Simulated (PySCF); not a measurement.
# [ReO3Cl]−: forces at shaken geometries

Aim: move all atoms of relaxed [ReO3Cl]− at random and read energies and forces. The structure is generated, not taken from experiment.

The runs use PySCF 2.14.0; PBE, Re def2-SVP with ECP60, O def2-SVP, Cl def2-SVP; scalar-relativistic core potentials, no spin–orbit coupling.

2 further runs of the same task are left out: 2 for a known fault of the program.

### 1 Where the work starts

5 atoms, charge -1, spin multiplicity 2.

Bond lengths: Re1–O2 1.753 Å, Re1–O3 1.746 Å, Re1–O4 1.753 Å, Re1–Cl5 2.434 Å. Angles: O2–Re1–O3 107.8°, O2–Re1–O4 120.6°, O2–Re1–Cl5 94.7°, O3–Re1–O4 107.8°, O3–Re1–Cl5 132.5°, O4–Re1–Cl5 94.7°.

As a file:

```tsv
atom	x (Å)	y (Å)	z (Å)
Re1	0.00000	0.15481	-0.03941
O2	1.52275	0.01401	-0.89611
O3	0.00000	1.68562	0.80023
O4	-1.52275	0.01401	-0.89611
Cl5	0.00000	-2.14905	0.74496
```

Formal oxidation states: Re +6. An earlier session relaxed this geometry at PBE, Re def2-SVP with ECP60, O def2-SVP, Cl def2-SVP (doublet, point group Cs).

Its energy there is -763.713318 Eh.

### 2 Atoms moved at random, σ = 0.03 Å

The input, run.py (the lines that set the calculation):

```python
mol = gto.M(atom='''
Re     0.00585     0.12428    -0.03894
O      1.52955     0.03752    -0.90084
O     -0.01445     1.68747     0.77796
O     -1.57693     0.07387    -0.85426
Cl     0.05598    -2.20374     0.72965''',
    basis={'Re': 'def2-SVP', 'O': 'def2-SVP', 'Cl': 'def2-SVP'},
    ecp={'Re': 'def2-SVP'},
    charge=-1, spin=1)
mf = dft.UKS(mol, xc='PBE')
mf.grids.atom_grid = (50, 194)
mf = mf.density_fit()  # fitting sets: Re def2-universal-JKFIT, O def2-universal-JKFIT, Cl def2-universal-JKFIT
mf.conv_tol = 1e-08; mf.max_cycle = 55
mf.kernel(dm0)  # dm0: the density of the relaxed state
```

On the command line:

```bash
OMP_NUM_THREADS=2 python run.py
```

The log of the run:

```text
init E= -763.688157724829
  HOMO = 0.00936195381521  LUMO = 0.0431170080205  gap/eV = 0.91852
cycle= 1 E= -763.708808505608  delta_E= -0.0207  |g|= 0.0713  |ddm|= 0.218
  HOMO = 0.0305890223831  LUMO = 0.0637470355056  gap/eV = 0.90228
cycle= 2 E= -763.648894989202  delta_E= 0.0599  |g|= 0.381  |ddm|= 0.365
  HOMO = 0.0257952861549  LUMO = 0.0597460713899  gap/eV = 0.92385
cycle= 3 E= -763.710221124394  delta_E= -0.0613  |g|= 0.0436  |ddm|= 0.306
  HOMO = 0.0221128934453  LUMO = 0.0558320527839  gap/eV = 0.91755
cycle= 4 E= -763.710806936704  delta_E= -0.000586  |g|= 0.0273  |ddm|= 0.053
  HOMO = 0.0217189368491  LUMO = 0.055547559977  gap/eV = 0.92052
cycle= 5 E= -763.711073472767  delta_E= -0.000267  |g|= 0.00645  |ddm|= 0.0217
  HOMO = 0.0220549979914  LUMO = 0.0559103816667  gap/eV = 0.92125
cycle= 6 E= -763.711092672614  delta_E= -1.92e-05  |g|= 0.00317  |ddm|= 0.0103
  HOMO = 0.0221047317929  LUMO = 0.0559597197172  gap/eV = 0.92124
cycle= 7 E= -763.711093915896  delta_E= -1.24e-06  |g|= 0.00282  |ddm|= 0.00442
  HOMO = 0.022099617647  LUMO = 0.0559637398552  gap/eV = 0.92149
cycle= 8 E= -763.711097312576  delta_E= -3.4e-06  |g|= 0.000204  |ddm|= 0.00223
  HOMO = 0.022081690987  LUMO = 0.0559495469738  gap/eV = 0.92159
cycle= 9 E= -763.711097337479  delta_E= -2.49e-08  |g|= 5.78e-05  |ddm|= 0.000333
  HOMO = 0.0220878961639  LUMO = 0.0559562216221  gap/eV = 0.92160
cycle= 10 E= -763.711097339891  delta_E= -2.41e-09  |g|= 2.25e-05  |ddm|= 0.000169
  HOMO = 0.0220847916612  LUMO = 0.0559524935571  gap/eV = 0.92159
Extra cycle  E= -763.711097335911  delta_E= 3.98e-09  |g|= 0.000101  |ddm|= 0.00011
converged SCF energy = -763.711097335911  <S^2> = 0.75198237  2S+1 = 2.0019814
```

It took 3.1 s on 2 threads of Arm Neoverse V2, shared host.

Result: E = -763.711097 Eh (+0.060 eV from the relaxed state), HOMO 0.60 eV, LUMO 1.52 eV (over both spins), ⟨S²⟩ = 0.752, Mulliken charge on Re1 +0.61 e, largest force component 1.113 eV/Å. The highest filled level lies above zero; it isn't the detachment energy.

```tsv
atom	Fx	Fy	Fz (eV/Å)
Re1	-1.113	1.049	0.019
O2	-0.119	-0.085	-0.048
O3	0.211	-0.903	-0.239
O4	1.102	-0.361	0.388
Cl5	-0.081	0.301	-0.119
```

### 3 Atoms moved at random, σ = 0.03 Å

The input, run.py (the lines that set the calculation):

```python
mol = gto.M(atom='''
Re    -0.02108     0.13421    -0.02396
O      1.53513     0.02964    -0.89670
O      0.00805     1.72713     0.73301
O     -1.47984     0.00927    -0.90906
Cl    -0.04226    -2.18086     0.81028''',
    basis={'Re': 'def2-SVP', 'O': 'def2-SVP', 'Cl': 'def2-SVP'},
    ecp={'Re': 'def2-SVP'},
    charge=-1, spin=1)
mf = dft.UKS(mol, xc='PBE')
mf.grids.atom_grid = (50, 194)
mf = mf.density_fit()  # fitting sets: Re def2-universal-JKFIT, O def2-universal-JKFIT, Cl def2-universal-JKFIT
mf.conv_tol = 1e-08; mf.max_cycle = 55
mf.kernel(dm0)  # dm0: the density of the relaxed state
```

On the command line:

```bash
OMP_NUM_THREADS=2 python run.py
```

The log of the run:

```text
init E= -763.699847253132
  HOMO = 0.0184449735843  LUMO = 0.0511699177687  gap/eV = 0.89049
cycle= 1 E= -763.700224177638  delta_E= -0.000377  |g|= 0.149  |ddm|= 0.295
  HOMO = 0.0332761949135  LUMO = 0.0632638050575  gap/eV = 0.81600
cycle= 2 E= -763.492244603171  delta_E= 0.208  |g|= 0.712  |ddm|= 0.72
  HOMO = 0.0314461516235  LUMO = 0.0653267825612  gap/eV = 0.92194
cycle= 3 E= -763.702714369661  delta_E= -0.21  |g|= 0.132  |ddm|= 0.607
  HOMO = 0.0272131677704  LUMO = 0.0606074141659  gap/eV = 0.90870
cycle= 4 E= -763.70888235166  delta_E= -0.00617  |g|= 0.0508  |ddm|= 0.125
  HOMO = 0.0262779301584  LUMO = 0.060009500951  gap/eV = 0.91788
cycle= 5 E= -763.709635056533  delta_E= -0.000753  |g|= 0.0264  |ddm|= 0.0443
  HOMO = 0.0268576930447  LUMO = 0.0606438083967  gap/eV = 0.91937
cycle= 6 E= -763.709889269371  delta_E= -0.000254  |g|= 0.0096  |ddm|= 0.0255
  HOMO = 0.0269078733831  LUMO = 0.0607374867703  gap/eV = 0.92055
cycle= 7 E= -763.709925929951  delta_E= -3.67e-05  |g|= 0.00205  |ddm|= 0.00904
  HOMO = 0.0270682537217  LUMO = 0.0609153218124  gap/eV = 0.92103
cycle= 8 E= -763.709927951454  delta_E= -2.02e-06  |g|= 0.000774  |ddm|= 0.00297
  HOMO = 0.0270024016157  LUMO = 0.0608588680412  gap/eV = 0.92128
cycle= 9 E= -763.709928278219  delta_E= -3.27e-07  |g|= 9.89e-05  |ddm|= 0.00108
  HOMO = 0.0270105771311  LUMO = 0.0608700151568  gap/eV = 0.92136
cycle= 10 E= -763.709928286669  delta_E= -8.45e-09  |g|= 6.27e-05  |ddm|= 0.000266
  HOMO = 0.0270084754132  LUMO = 0.0608669499085  gap/eV = 0.92134
Extra cycle  E= -763.709928256442  delta_E= 3.02e-08  |g|= 0.00028  |ddm|= 0.000303
converged SCF energy = -763.709928256442  <S^2> = 0.75208207  2S+1 = 2.002081
```

Run time: 3.2 s. Hardware: 2 threads of Arm Neoverse V2, shared host.

Result: E = -763.709928 Eh (+0.092 eV from the relaxed state), HOMO 0.73 eV, LUMO 1.66 eV (over both spins), ⟨S²⟩ = 0.752, Mulliken charge on Re1 +0.61 e, largest force component 2.794 eV/Å. The highest filled level lies above zero; it isn't the detachment energy.

```tsv
atom	Fx	Fy	Fz (eV/Å)
Re1	2.794	0.997	0.510
O2	-1.115	-0.254	0.673
O3	-0.184	-0.818	-0.203
O4	-1.574	-0.179	-0.856
Cl5	0.079	0.255	-0.125
```

### 4 Atoms moved at random, σ = 0.06 Å

The input, run.py (the lines that set the calculation):

```python
mol = gto.M(atom='''
Re    -0.03710     0.18266    -0.03399
O      1.43910    -0.03004    -0.93387
O      0.01398     1.66263     0.86226
O     -1.52357     0.08507    -0.98867
Cl     0.10760    -2.18091     0.80784''',
    basis={'Re': 'def2-SVP', 'O': 'def2-SVP', 'Cl': 'def2-SVP'},
    ecp={'Re': 'def2-SVP'},
    charge=-1, spin=1)
mf = dft.UKS(mol, xc='PBE')
mf.grids.atom_grid = (50, 194)
mf = mf.density_fit()  # fitting sets: Re def2-universal-JKFIT, O def2-universal-JKFIT, Cl def2-universal-JKFIT
mf.conv_tol = 1e-08; mf.max_cycle = 55
mf.kernel(dm0)  # dm0: the density of the relaxed state
```

On the command line:

```bash
OMP_NUM_THREADS=2 python run.py
```

The log of the run:

```text
init E= -763.695811868765
  HOMO = 0.0183465012106  LUMO = 0.0511918151789  gap/eV = 0.89377
cycle= 1 E= -763.705661075664  delta_E= -0.00985  |g|= 0.099  |ddm|= 0.367
  HOMO = 0.034438518416  LUMO = 0.0666153806563  gap/eV = 0.87558
cycle= 2 E= -763.609829626998  delta_E= 0.0958  |g|= 0.483  |ddm|= 0.522
  HOMO = 0.0318239646185  LUMO = 0.0658418043876  gap/eV = 0.92567
cycle= 3 E= -763.707894301284  delta_E= -0.0981  |g|= 0.073  |ddm|= 0.43
  HOMO = 0.0290207437363  LUMO = 0.0629453183823  gap/eV = 0.92313
cycle= 4 E= -763.70963388989  delta_E= -0.00174  |g|= 0.0406  |ddm|= 0.095
  HOMO = 0.0294947205469  LUMO = 0.0636076425512  gap/eV = 0.92826
cycle= 5 E= -763.710236925884  delta_E= -0.000603  |g|= 0.01  |ddm|= 0.0325
  HOMO = 0.0287369985718  LUMO = 0.0628870561639  gap/eV = 0.92927
cycle= 6 E= -763.710273766533  delta_E= -3.68e-05  |g|= 0.00665  |ddm|= 0.0164
  HOMO = 0.0289002027805  LUMO = 0.0630385090142  gap/eV = 0.92895
cycle= 7 E= -763.710283154622  delta_E= -9.39e-06  |g|= 0.00478  |ddm|= 0.00768
  HOMO = 0.0291259881201  LUMO = 0.0632951992922  gap/eV = 0.92979
cycle= 8 E= -763.710293413377  delta_E= -1.03e-05  |g|= 0.000734  |ddm|= 0.00554
  HOMO = 0.0290615868036  LUMO = 0.0632317534484  gap/eV = 0.92982
cycle= 9 E= -763.710293821833  delta_E= -4.08e-07  |g|= 0.000169  |ddm|= 0.00197
  HOMO = 0.0290760701327  LUMO = 0.0632430115681  gap/eV = 0.92973
cycle= 10 E= -763.710293845206  delta_E= -2.34e-08  |g|= 7.12e-05  |ddm|= 0.000604
  HOMO = 0.0290737189962  LUMO = 0.0632396988339  gap/eV = 0.92970
cycle= 11 E= -763.710293848417  delta_E= -3.21e-09  |g|= 1.67e-05  |ddm|= 0.000106
  HOMO = 0.0290758231858  LUMO = 0.0632420918101  gap/eV = 0.92971
Extra cycle  E= -763.710293847968  delta_E= 4.48e-10  |g|= 3.86e-05  |ddm|= 6.42e-05
converged SCF energy = -763.710293847968  <S^2> = 0.75234519  2S+1 = 2.0023438
```

Run time: 3.2 s. Hardware: 2 threads of Arm Neoverse V2, shared host.

Read off: E = -763.710294 Eh (+0.082 eV from the relaxed state), HOMO 0.79 eV, LUMO 1.72 eV (over both spins), ⟨S²⟩ = 0.752, Mulliken charge on Re1 +0.62 e, largest force component 1.196 eV/Å. The highest filled level lies above zero; it isn't the detachment energy.

```tsv
atom	Fx	Fy	Fz (eV/Å)
Re1	-1.196	-1.114	-0.627
O2	0.601	0.150	-0.062
O3	0.089	0.563	0.174
O4	0.648	0.020	0.727
Cl5	-0.143	0.382	-0.212
```

### 5 The displacements side by side

| σ (Å) | energy rise (eV) | harmonic estimate −½ F·u (eV) | largest force component (eV/Å) |
| --- | --- | --- | --- |
| 0.03 | 0.060 | 0.062 | 1.11 |
| 0.03 | 0.092 | 0.093 | 2.79 |
| 0.06 | 0.082 | 0.076 | 1.20 |

Every displacement raises the energy. For a harmonic well the rise equals −½ F·u; the two differ by at most 7 % here (a move with σ = 0.06 Å), from anharmonicity, the grid and the small forces left at the relaxed point. These are double-zeta-type bases without diffuse functions. Spin–orbit coupling is left out for this open shell, where it can reorder the states. Open shells may have lower solutions than the one found.
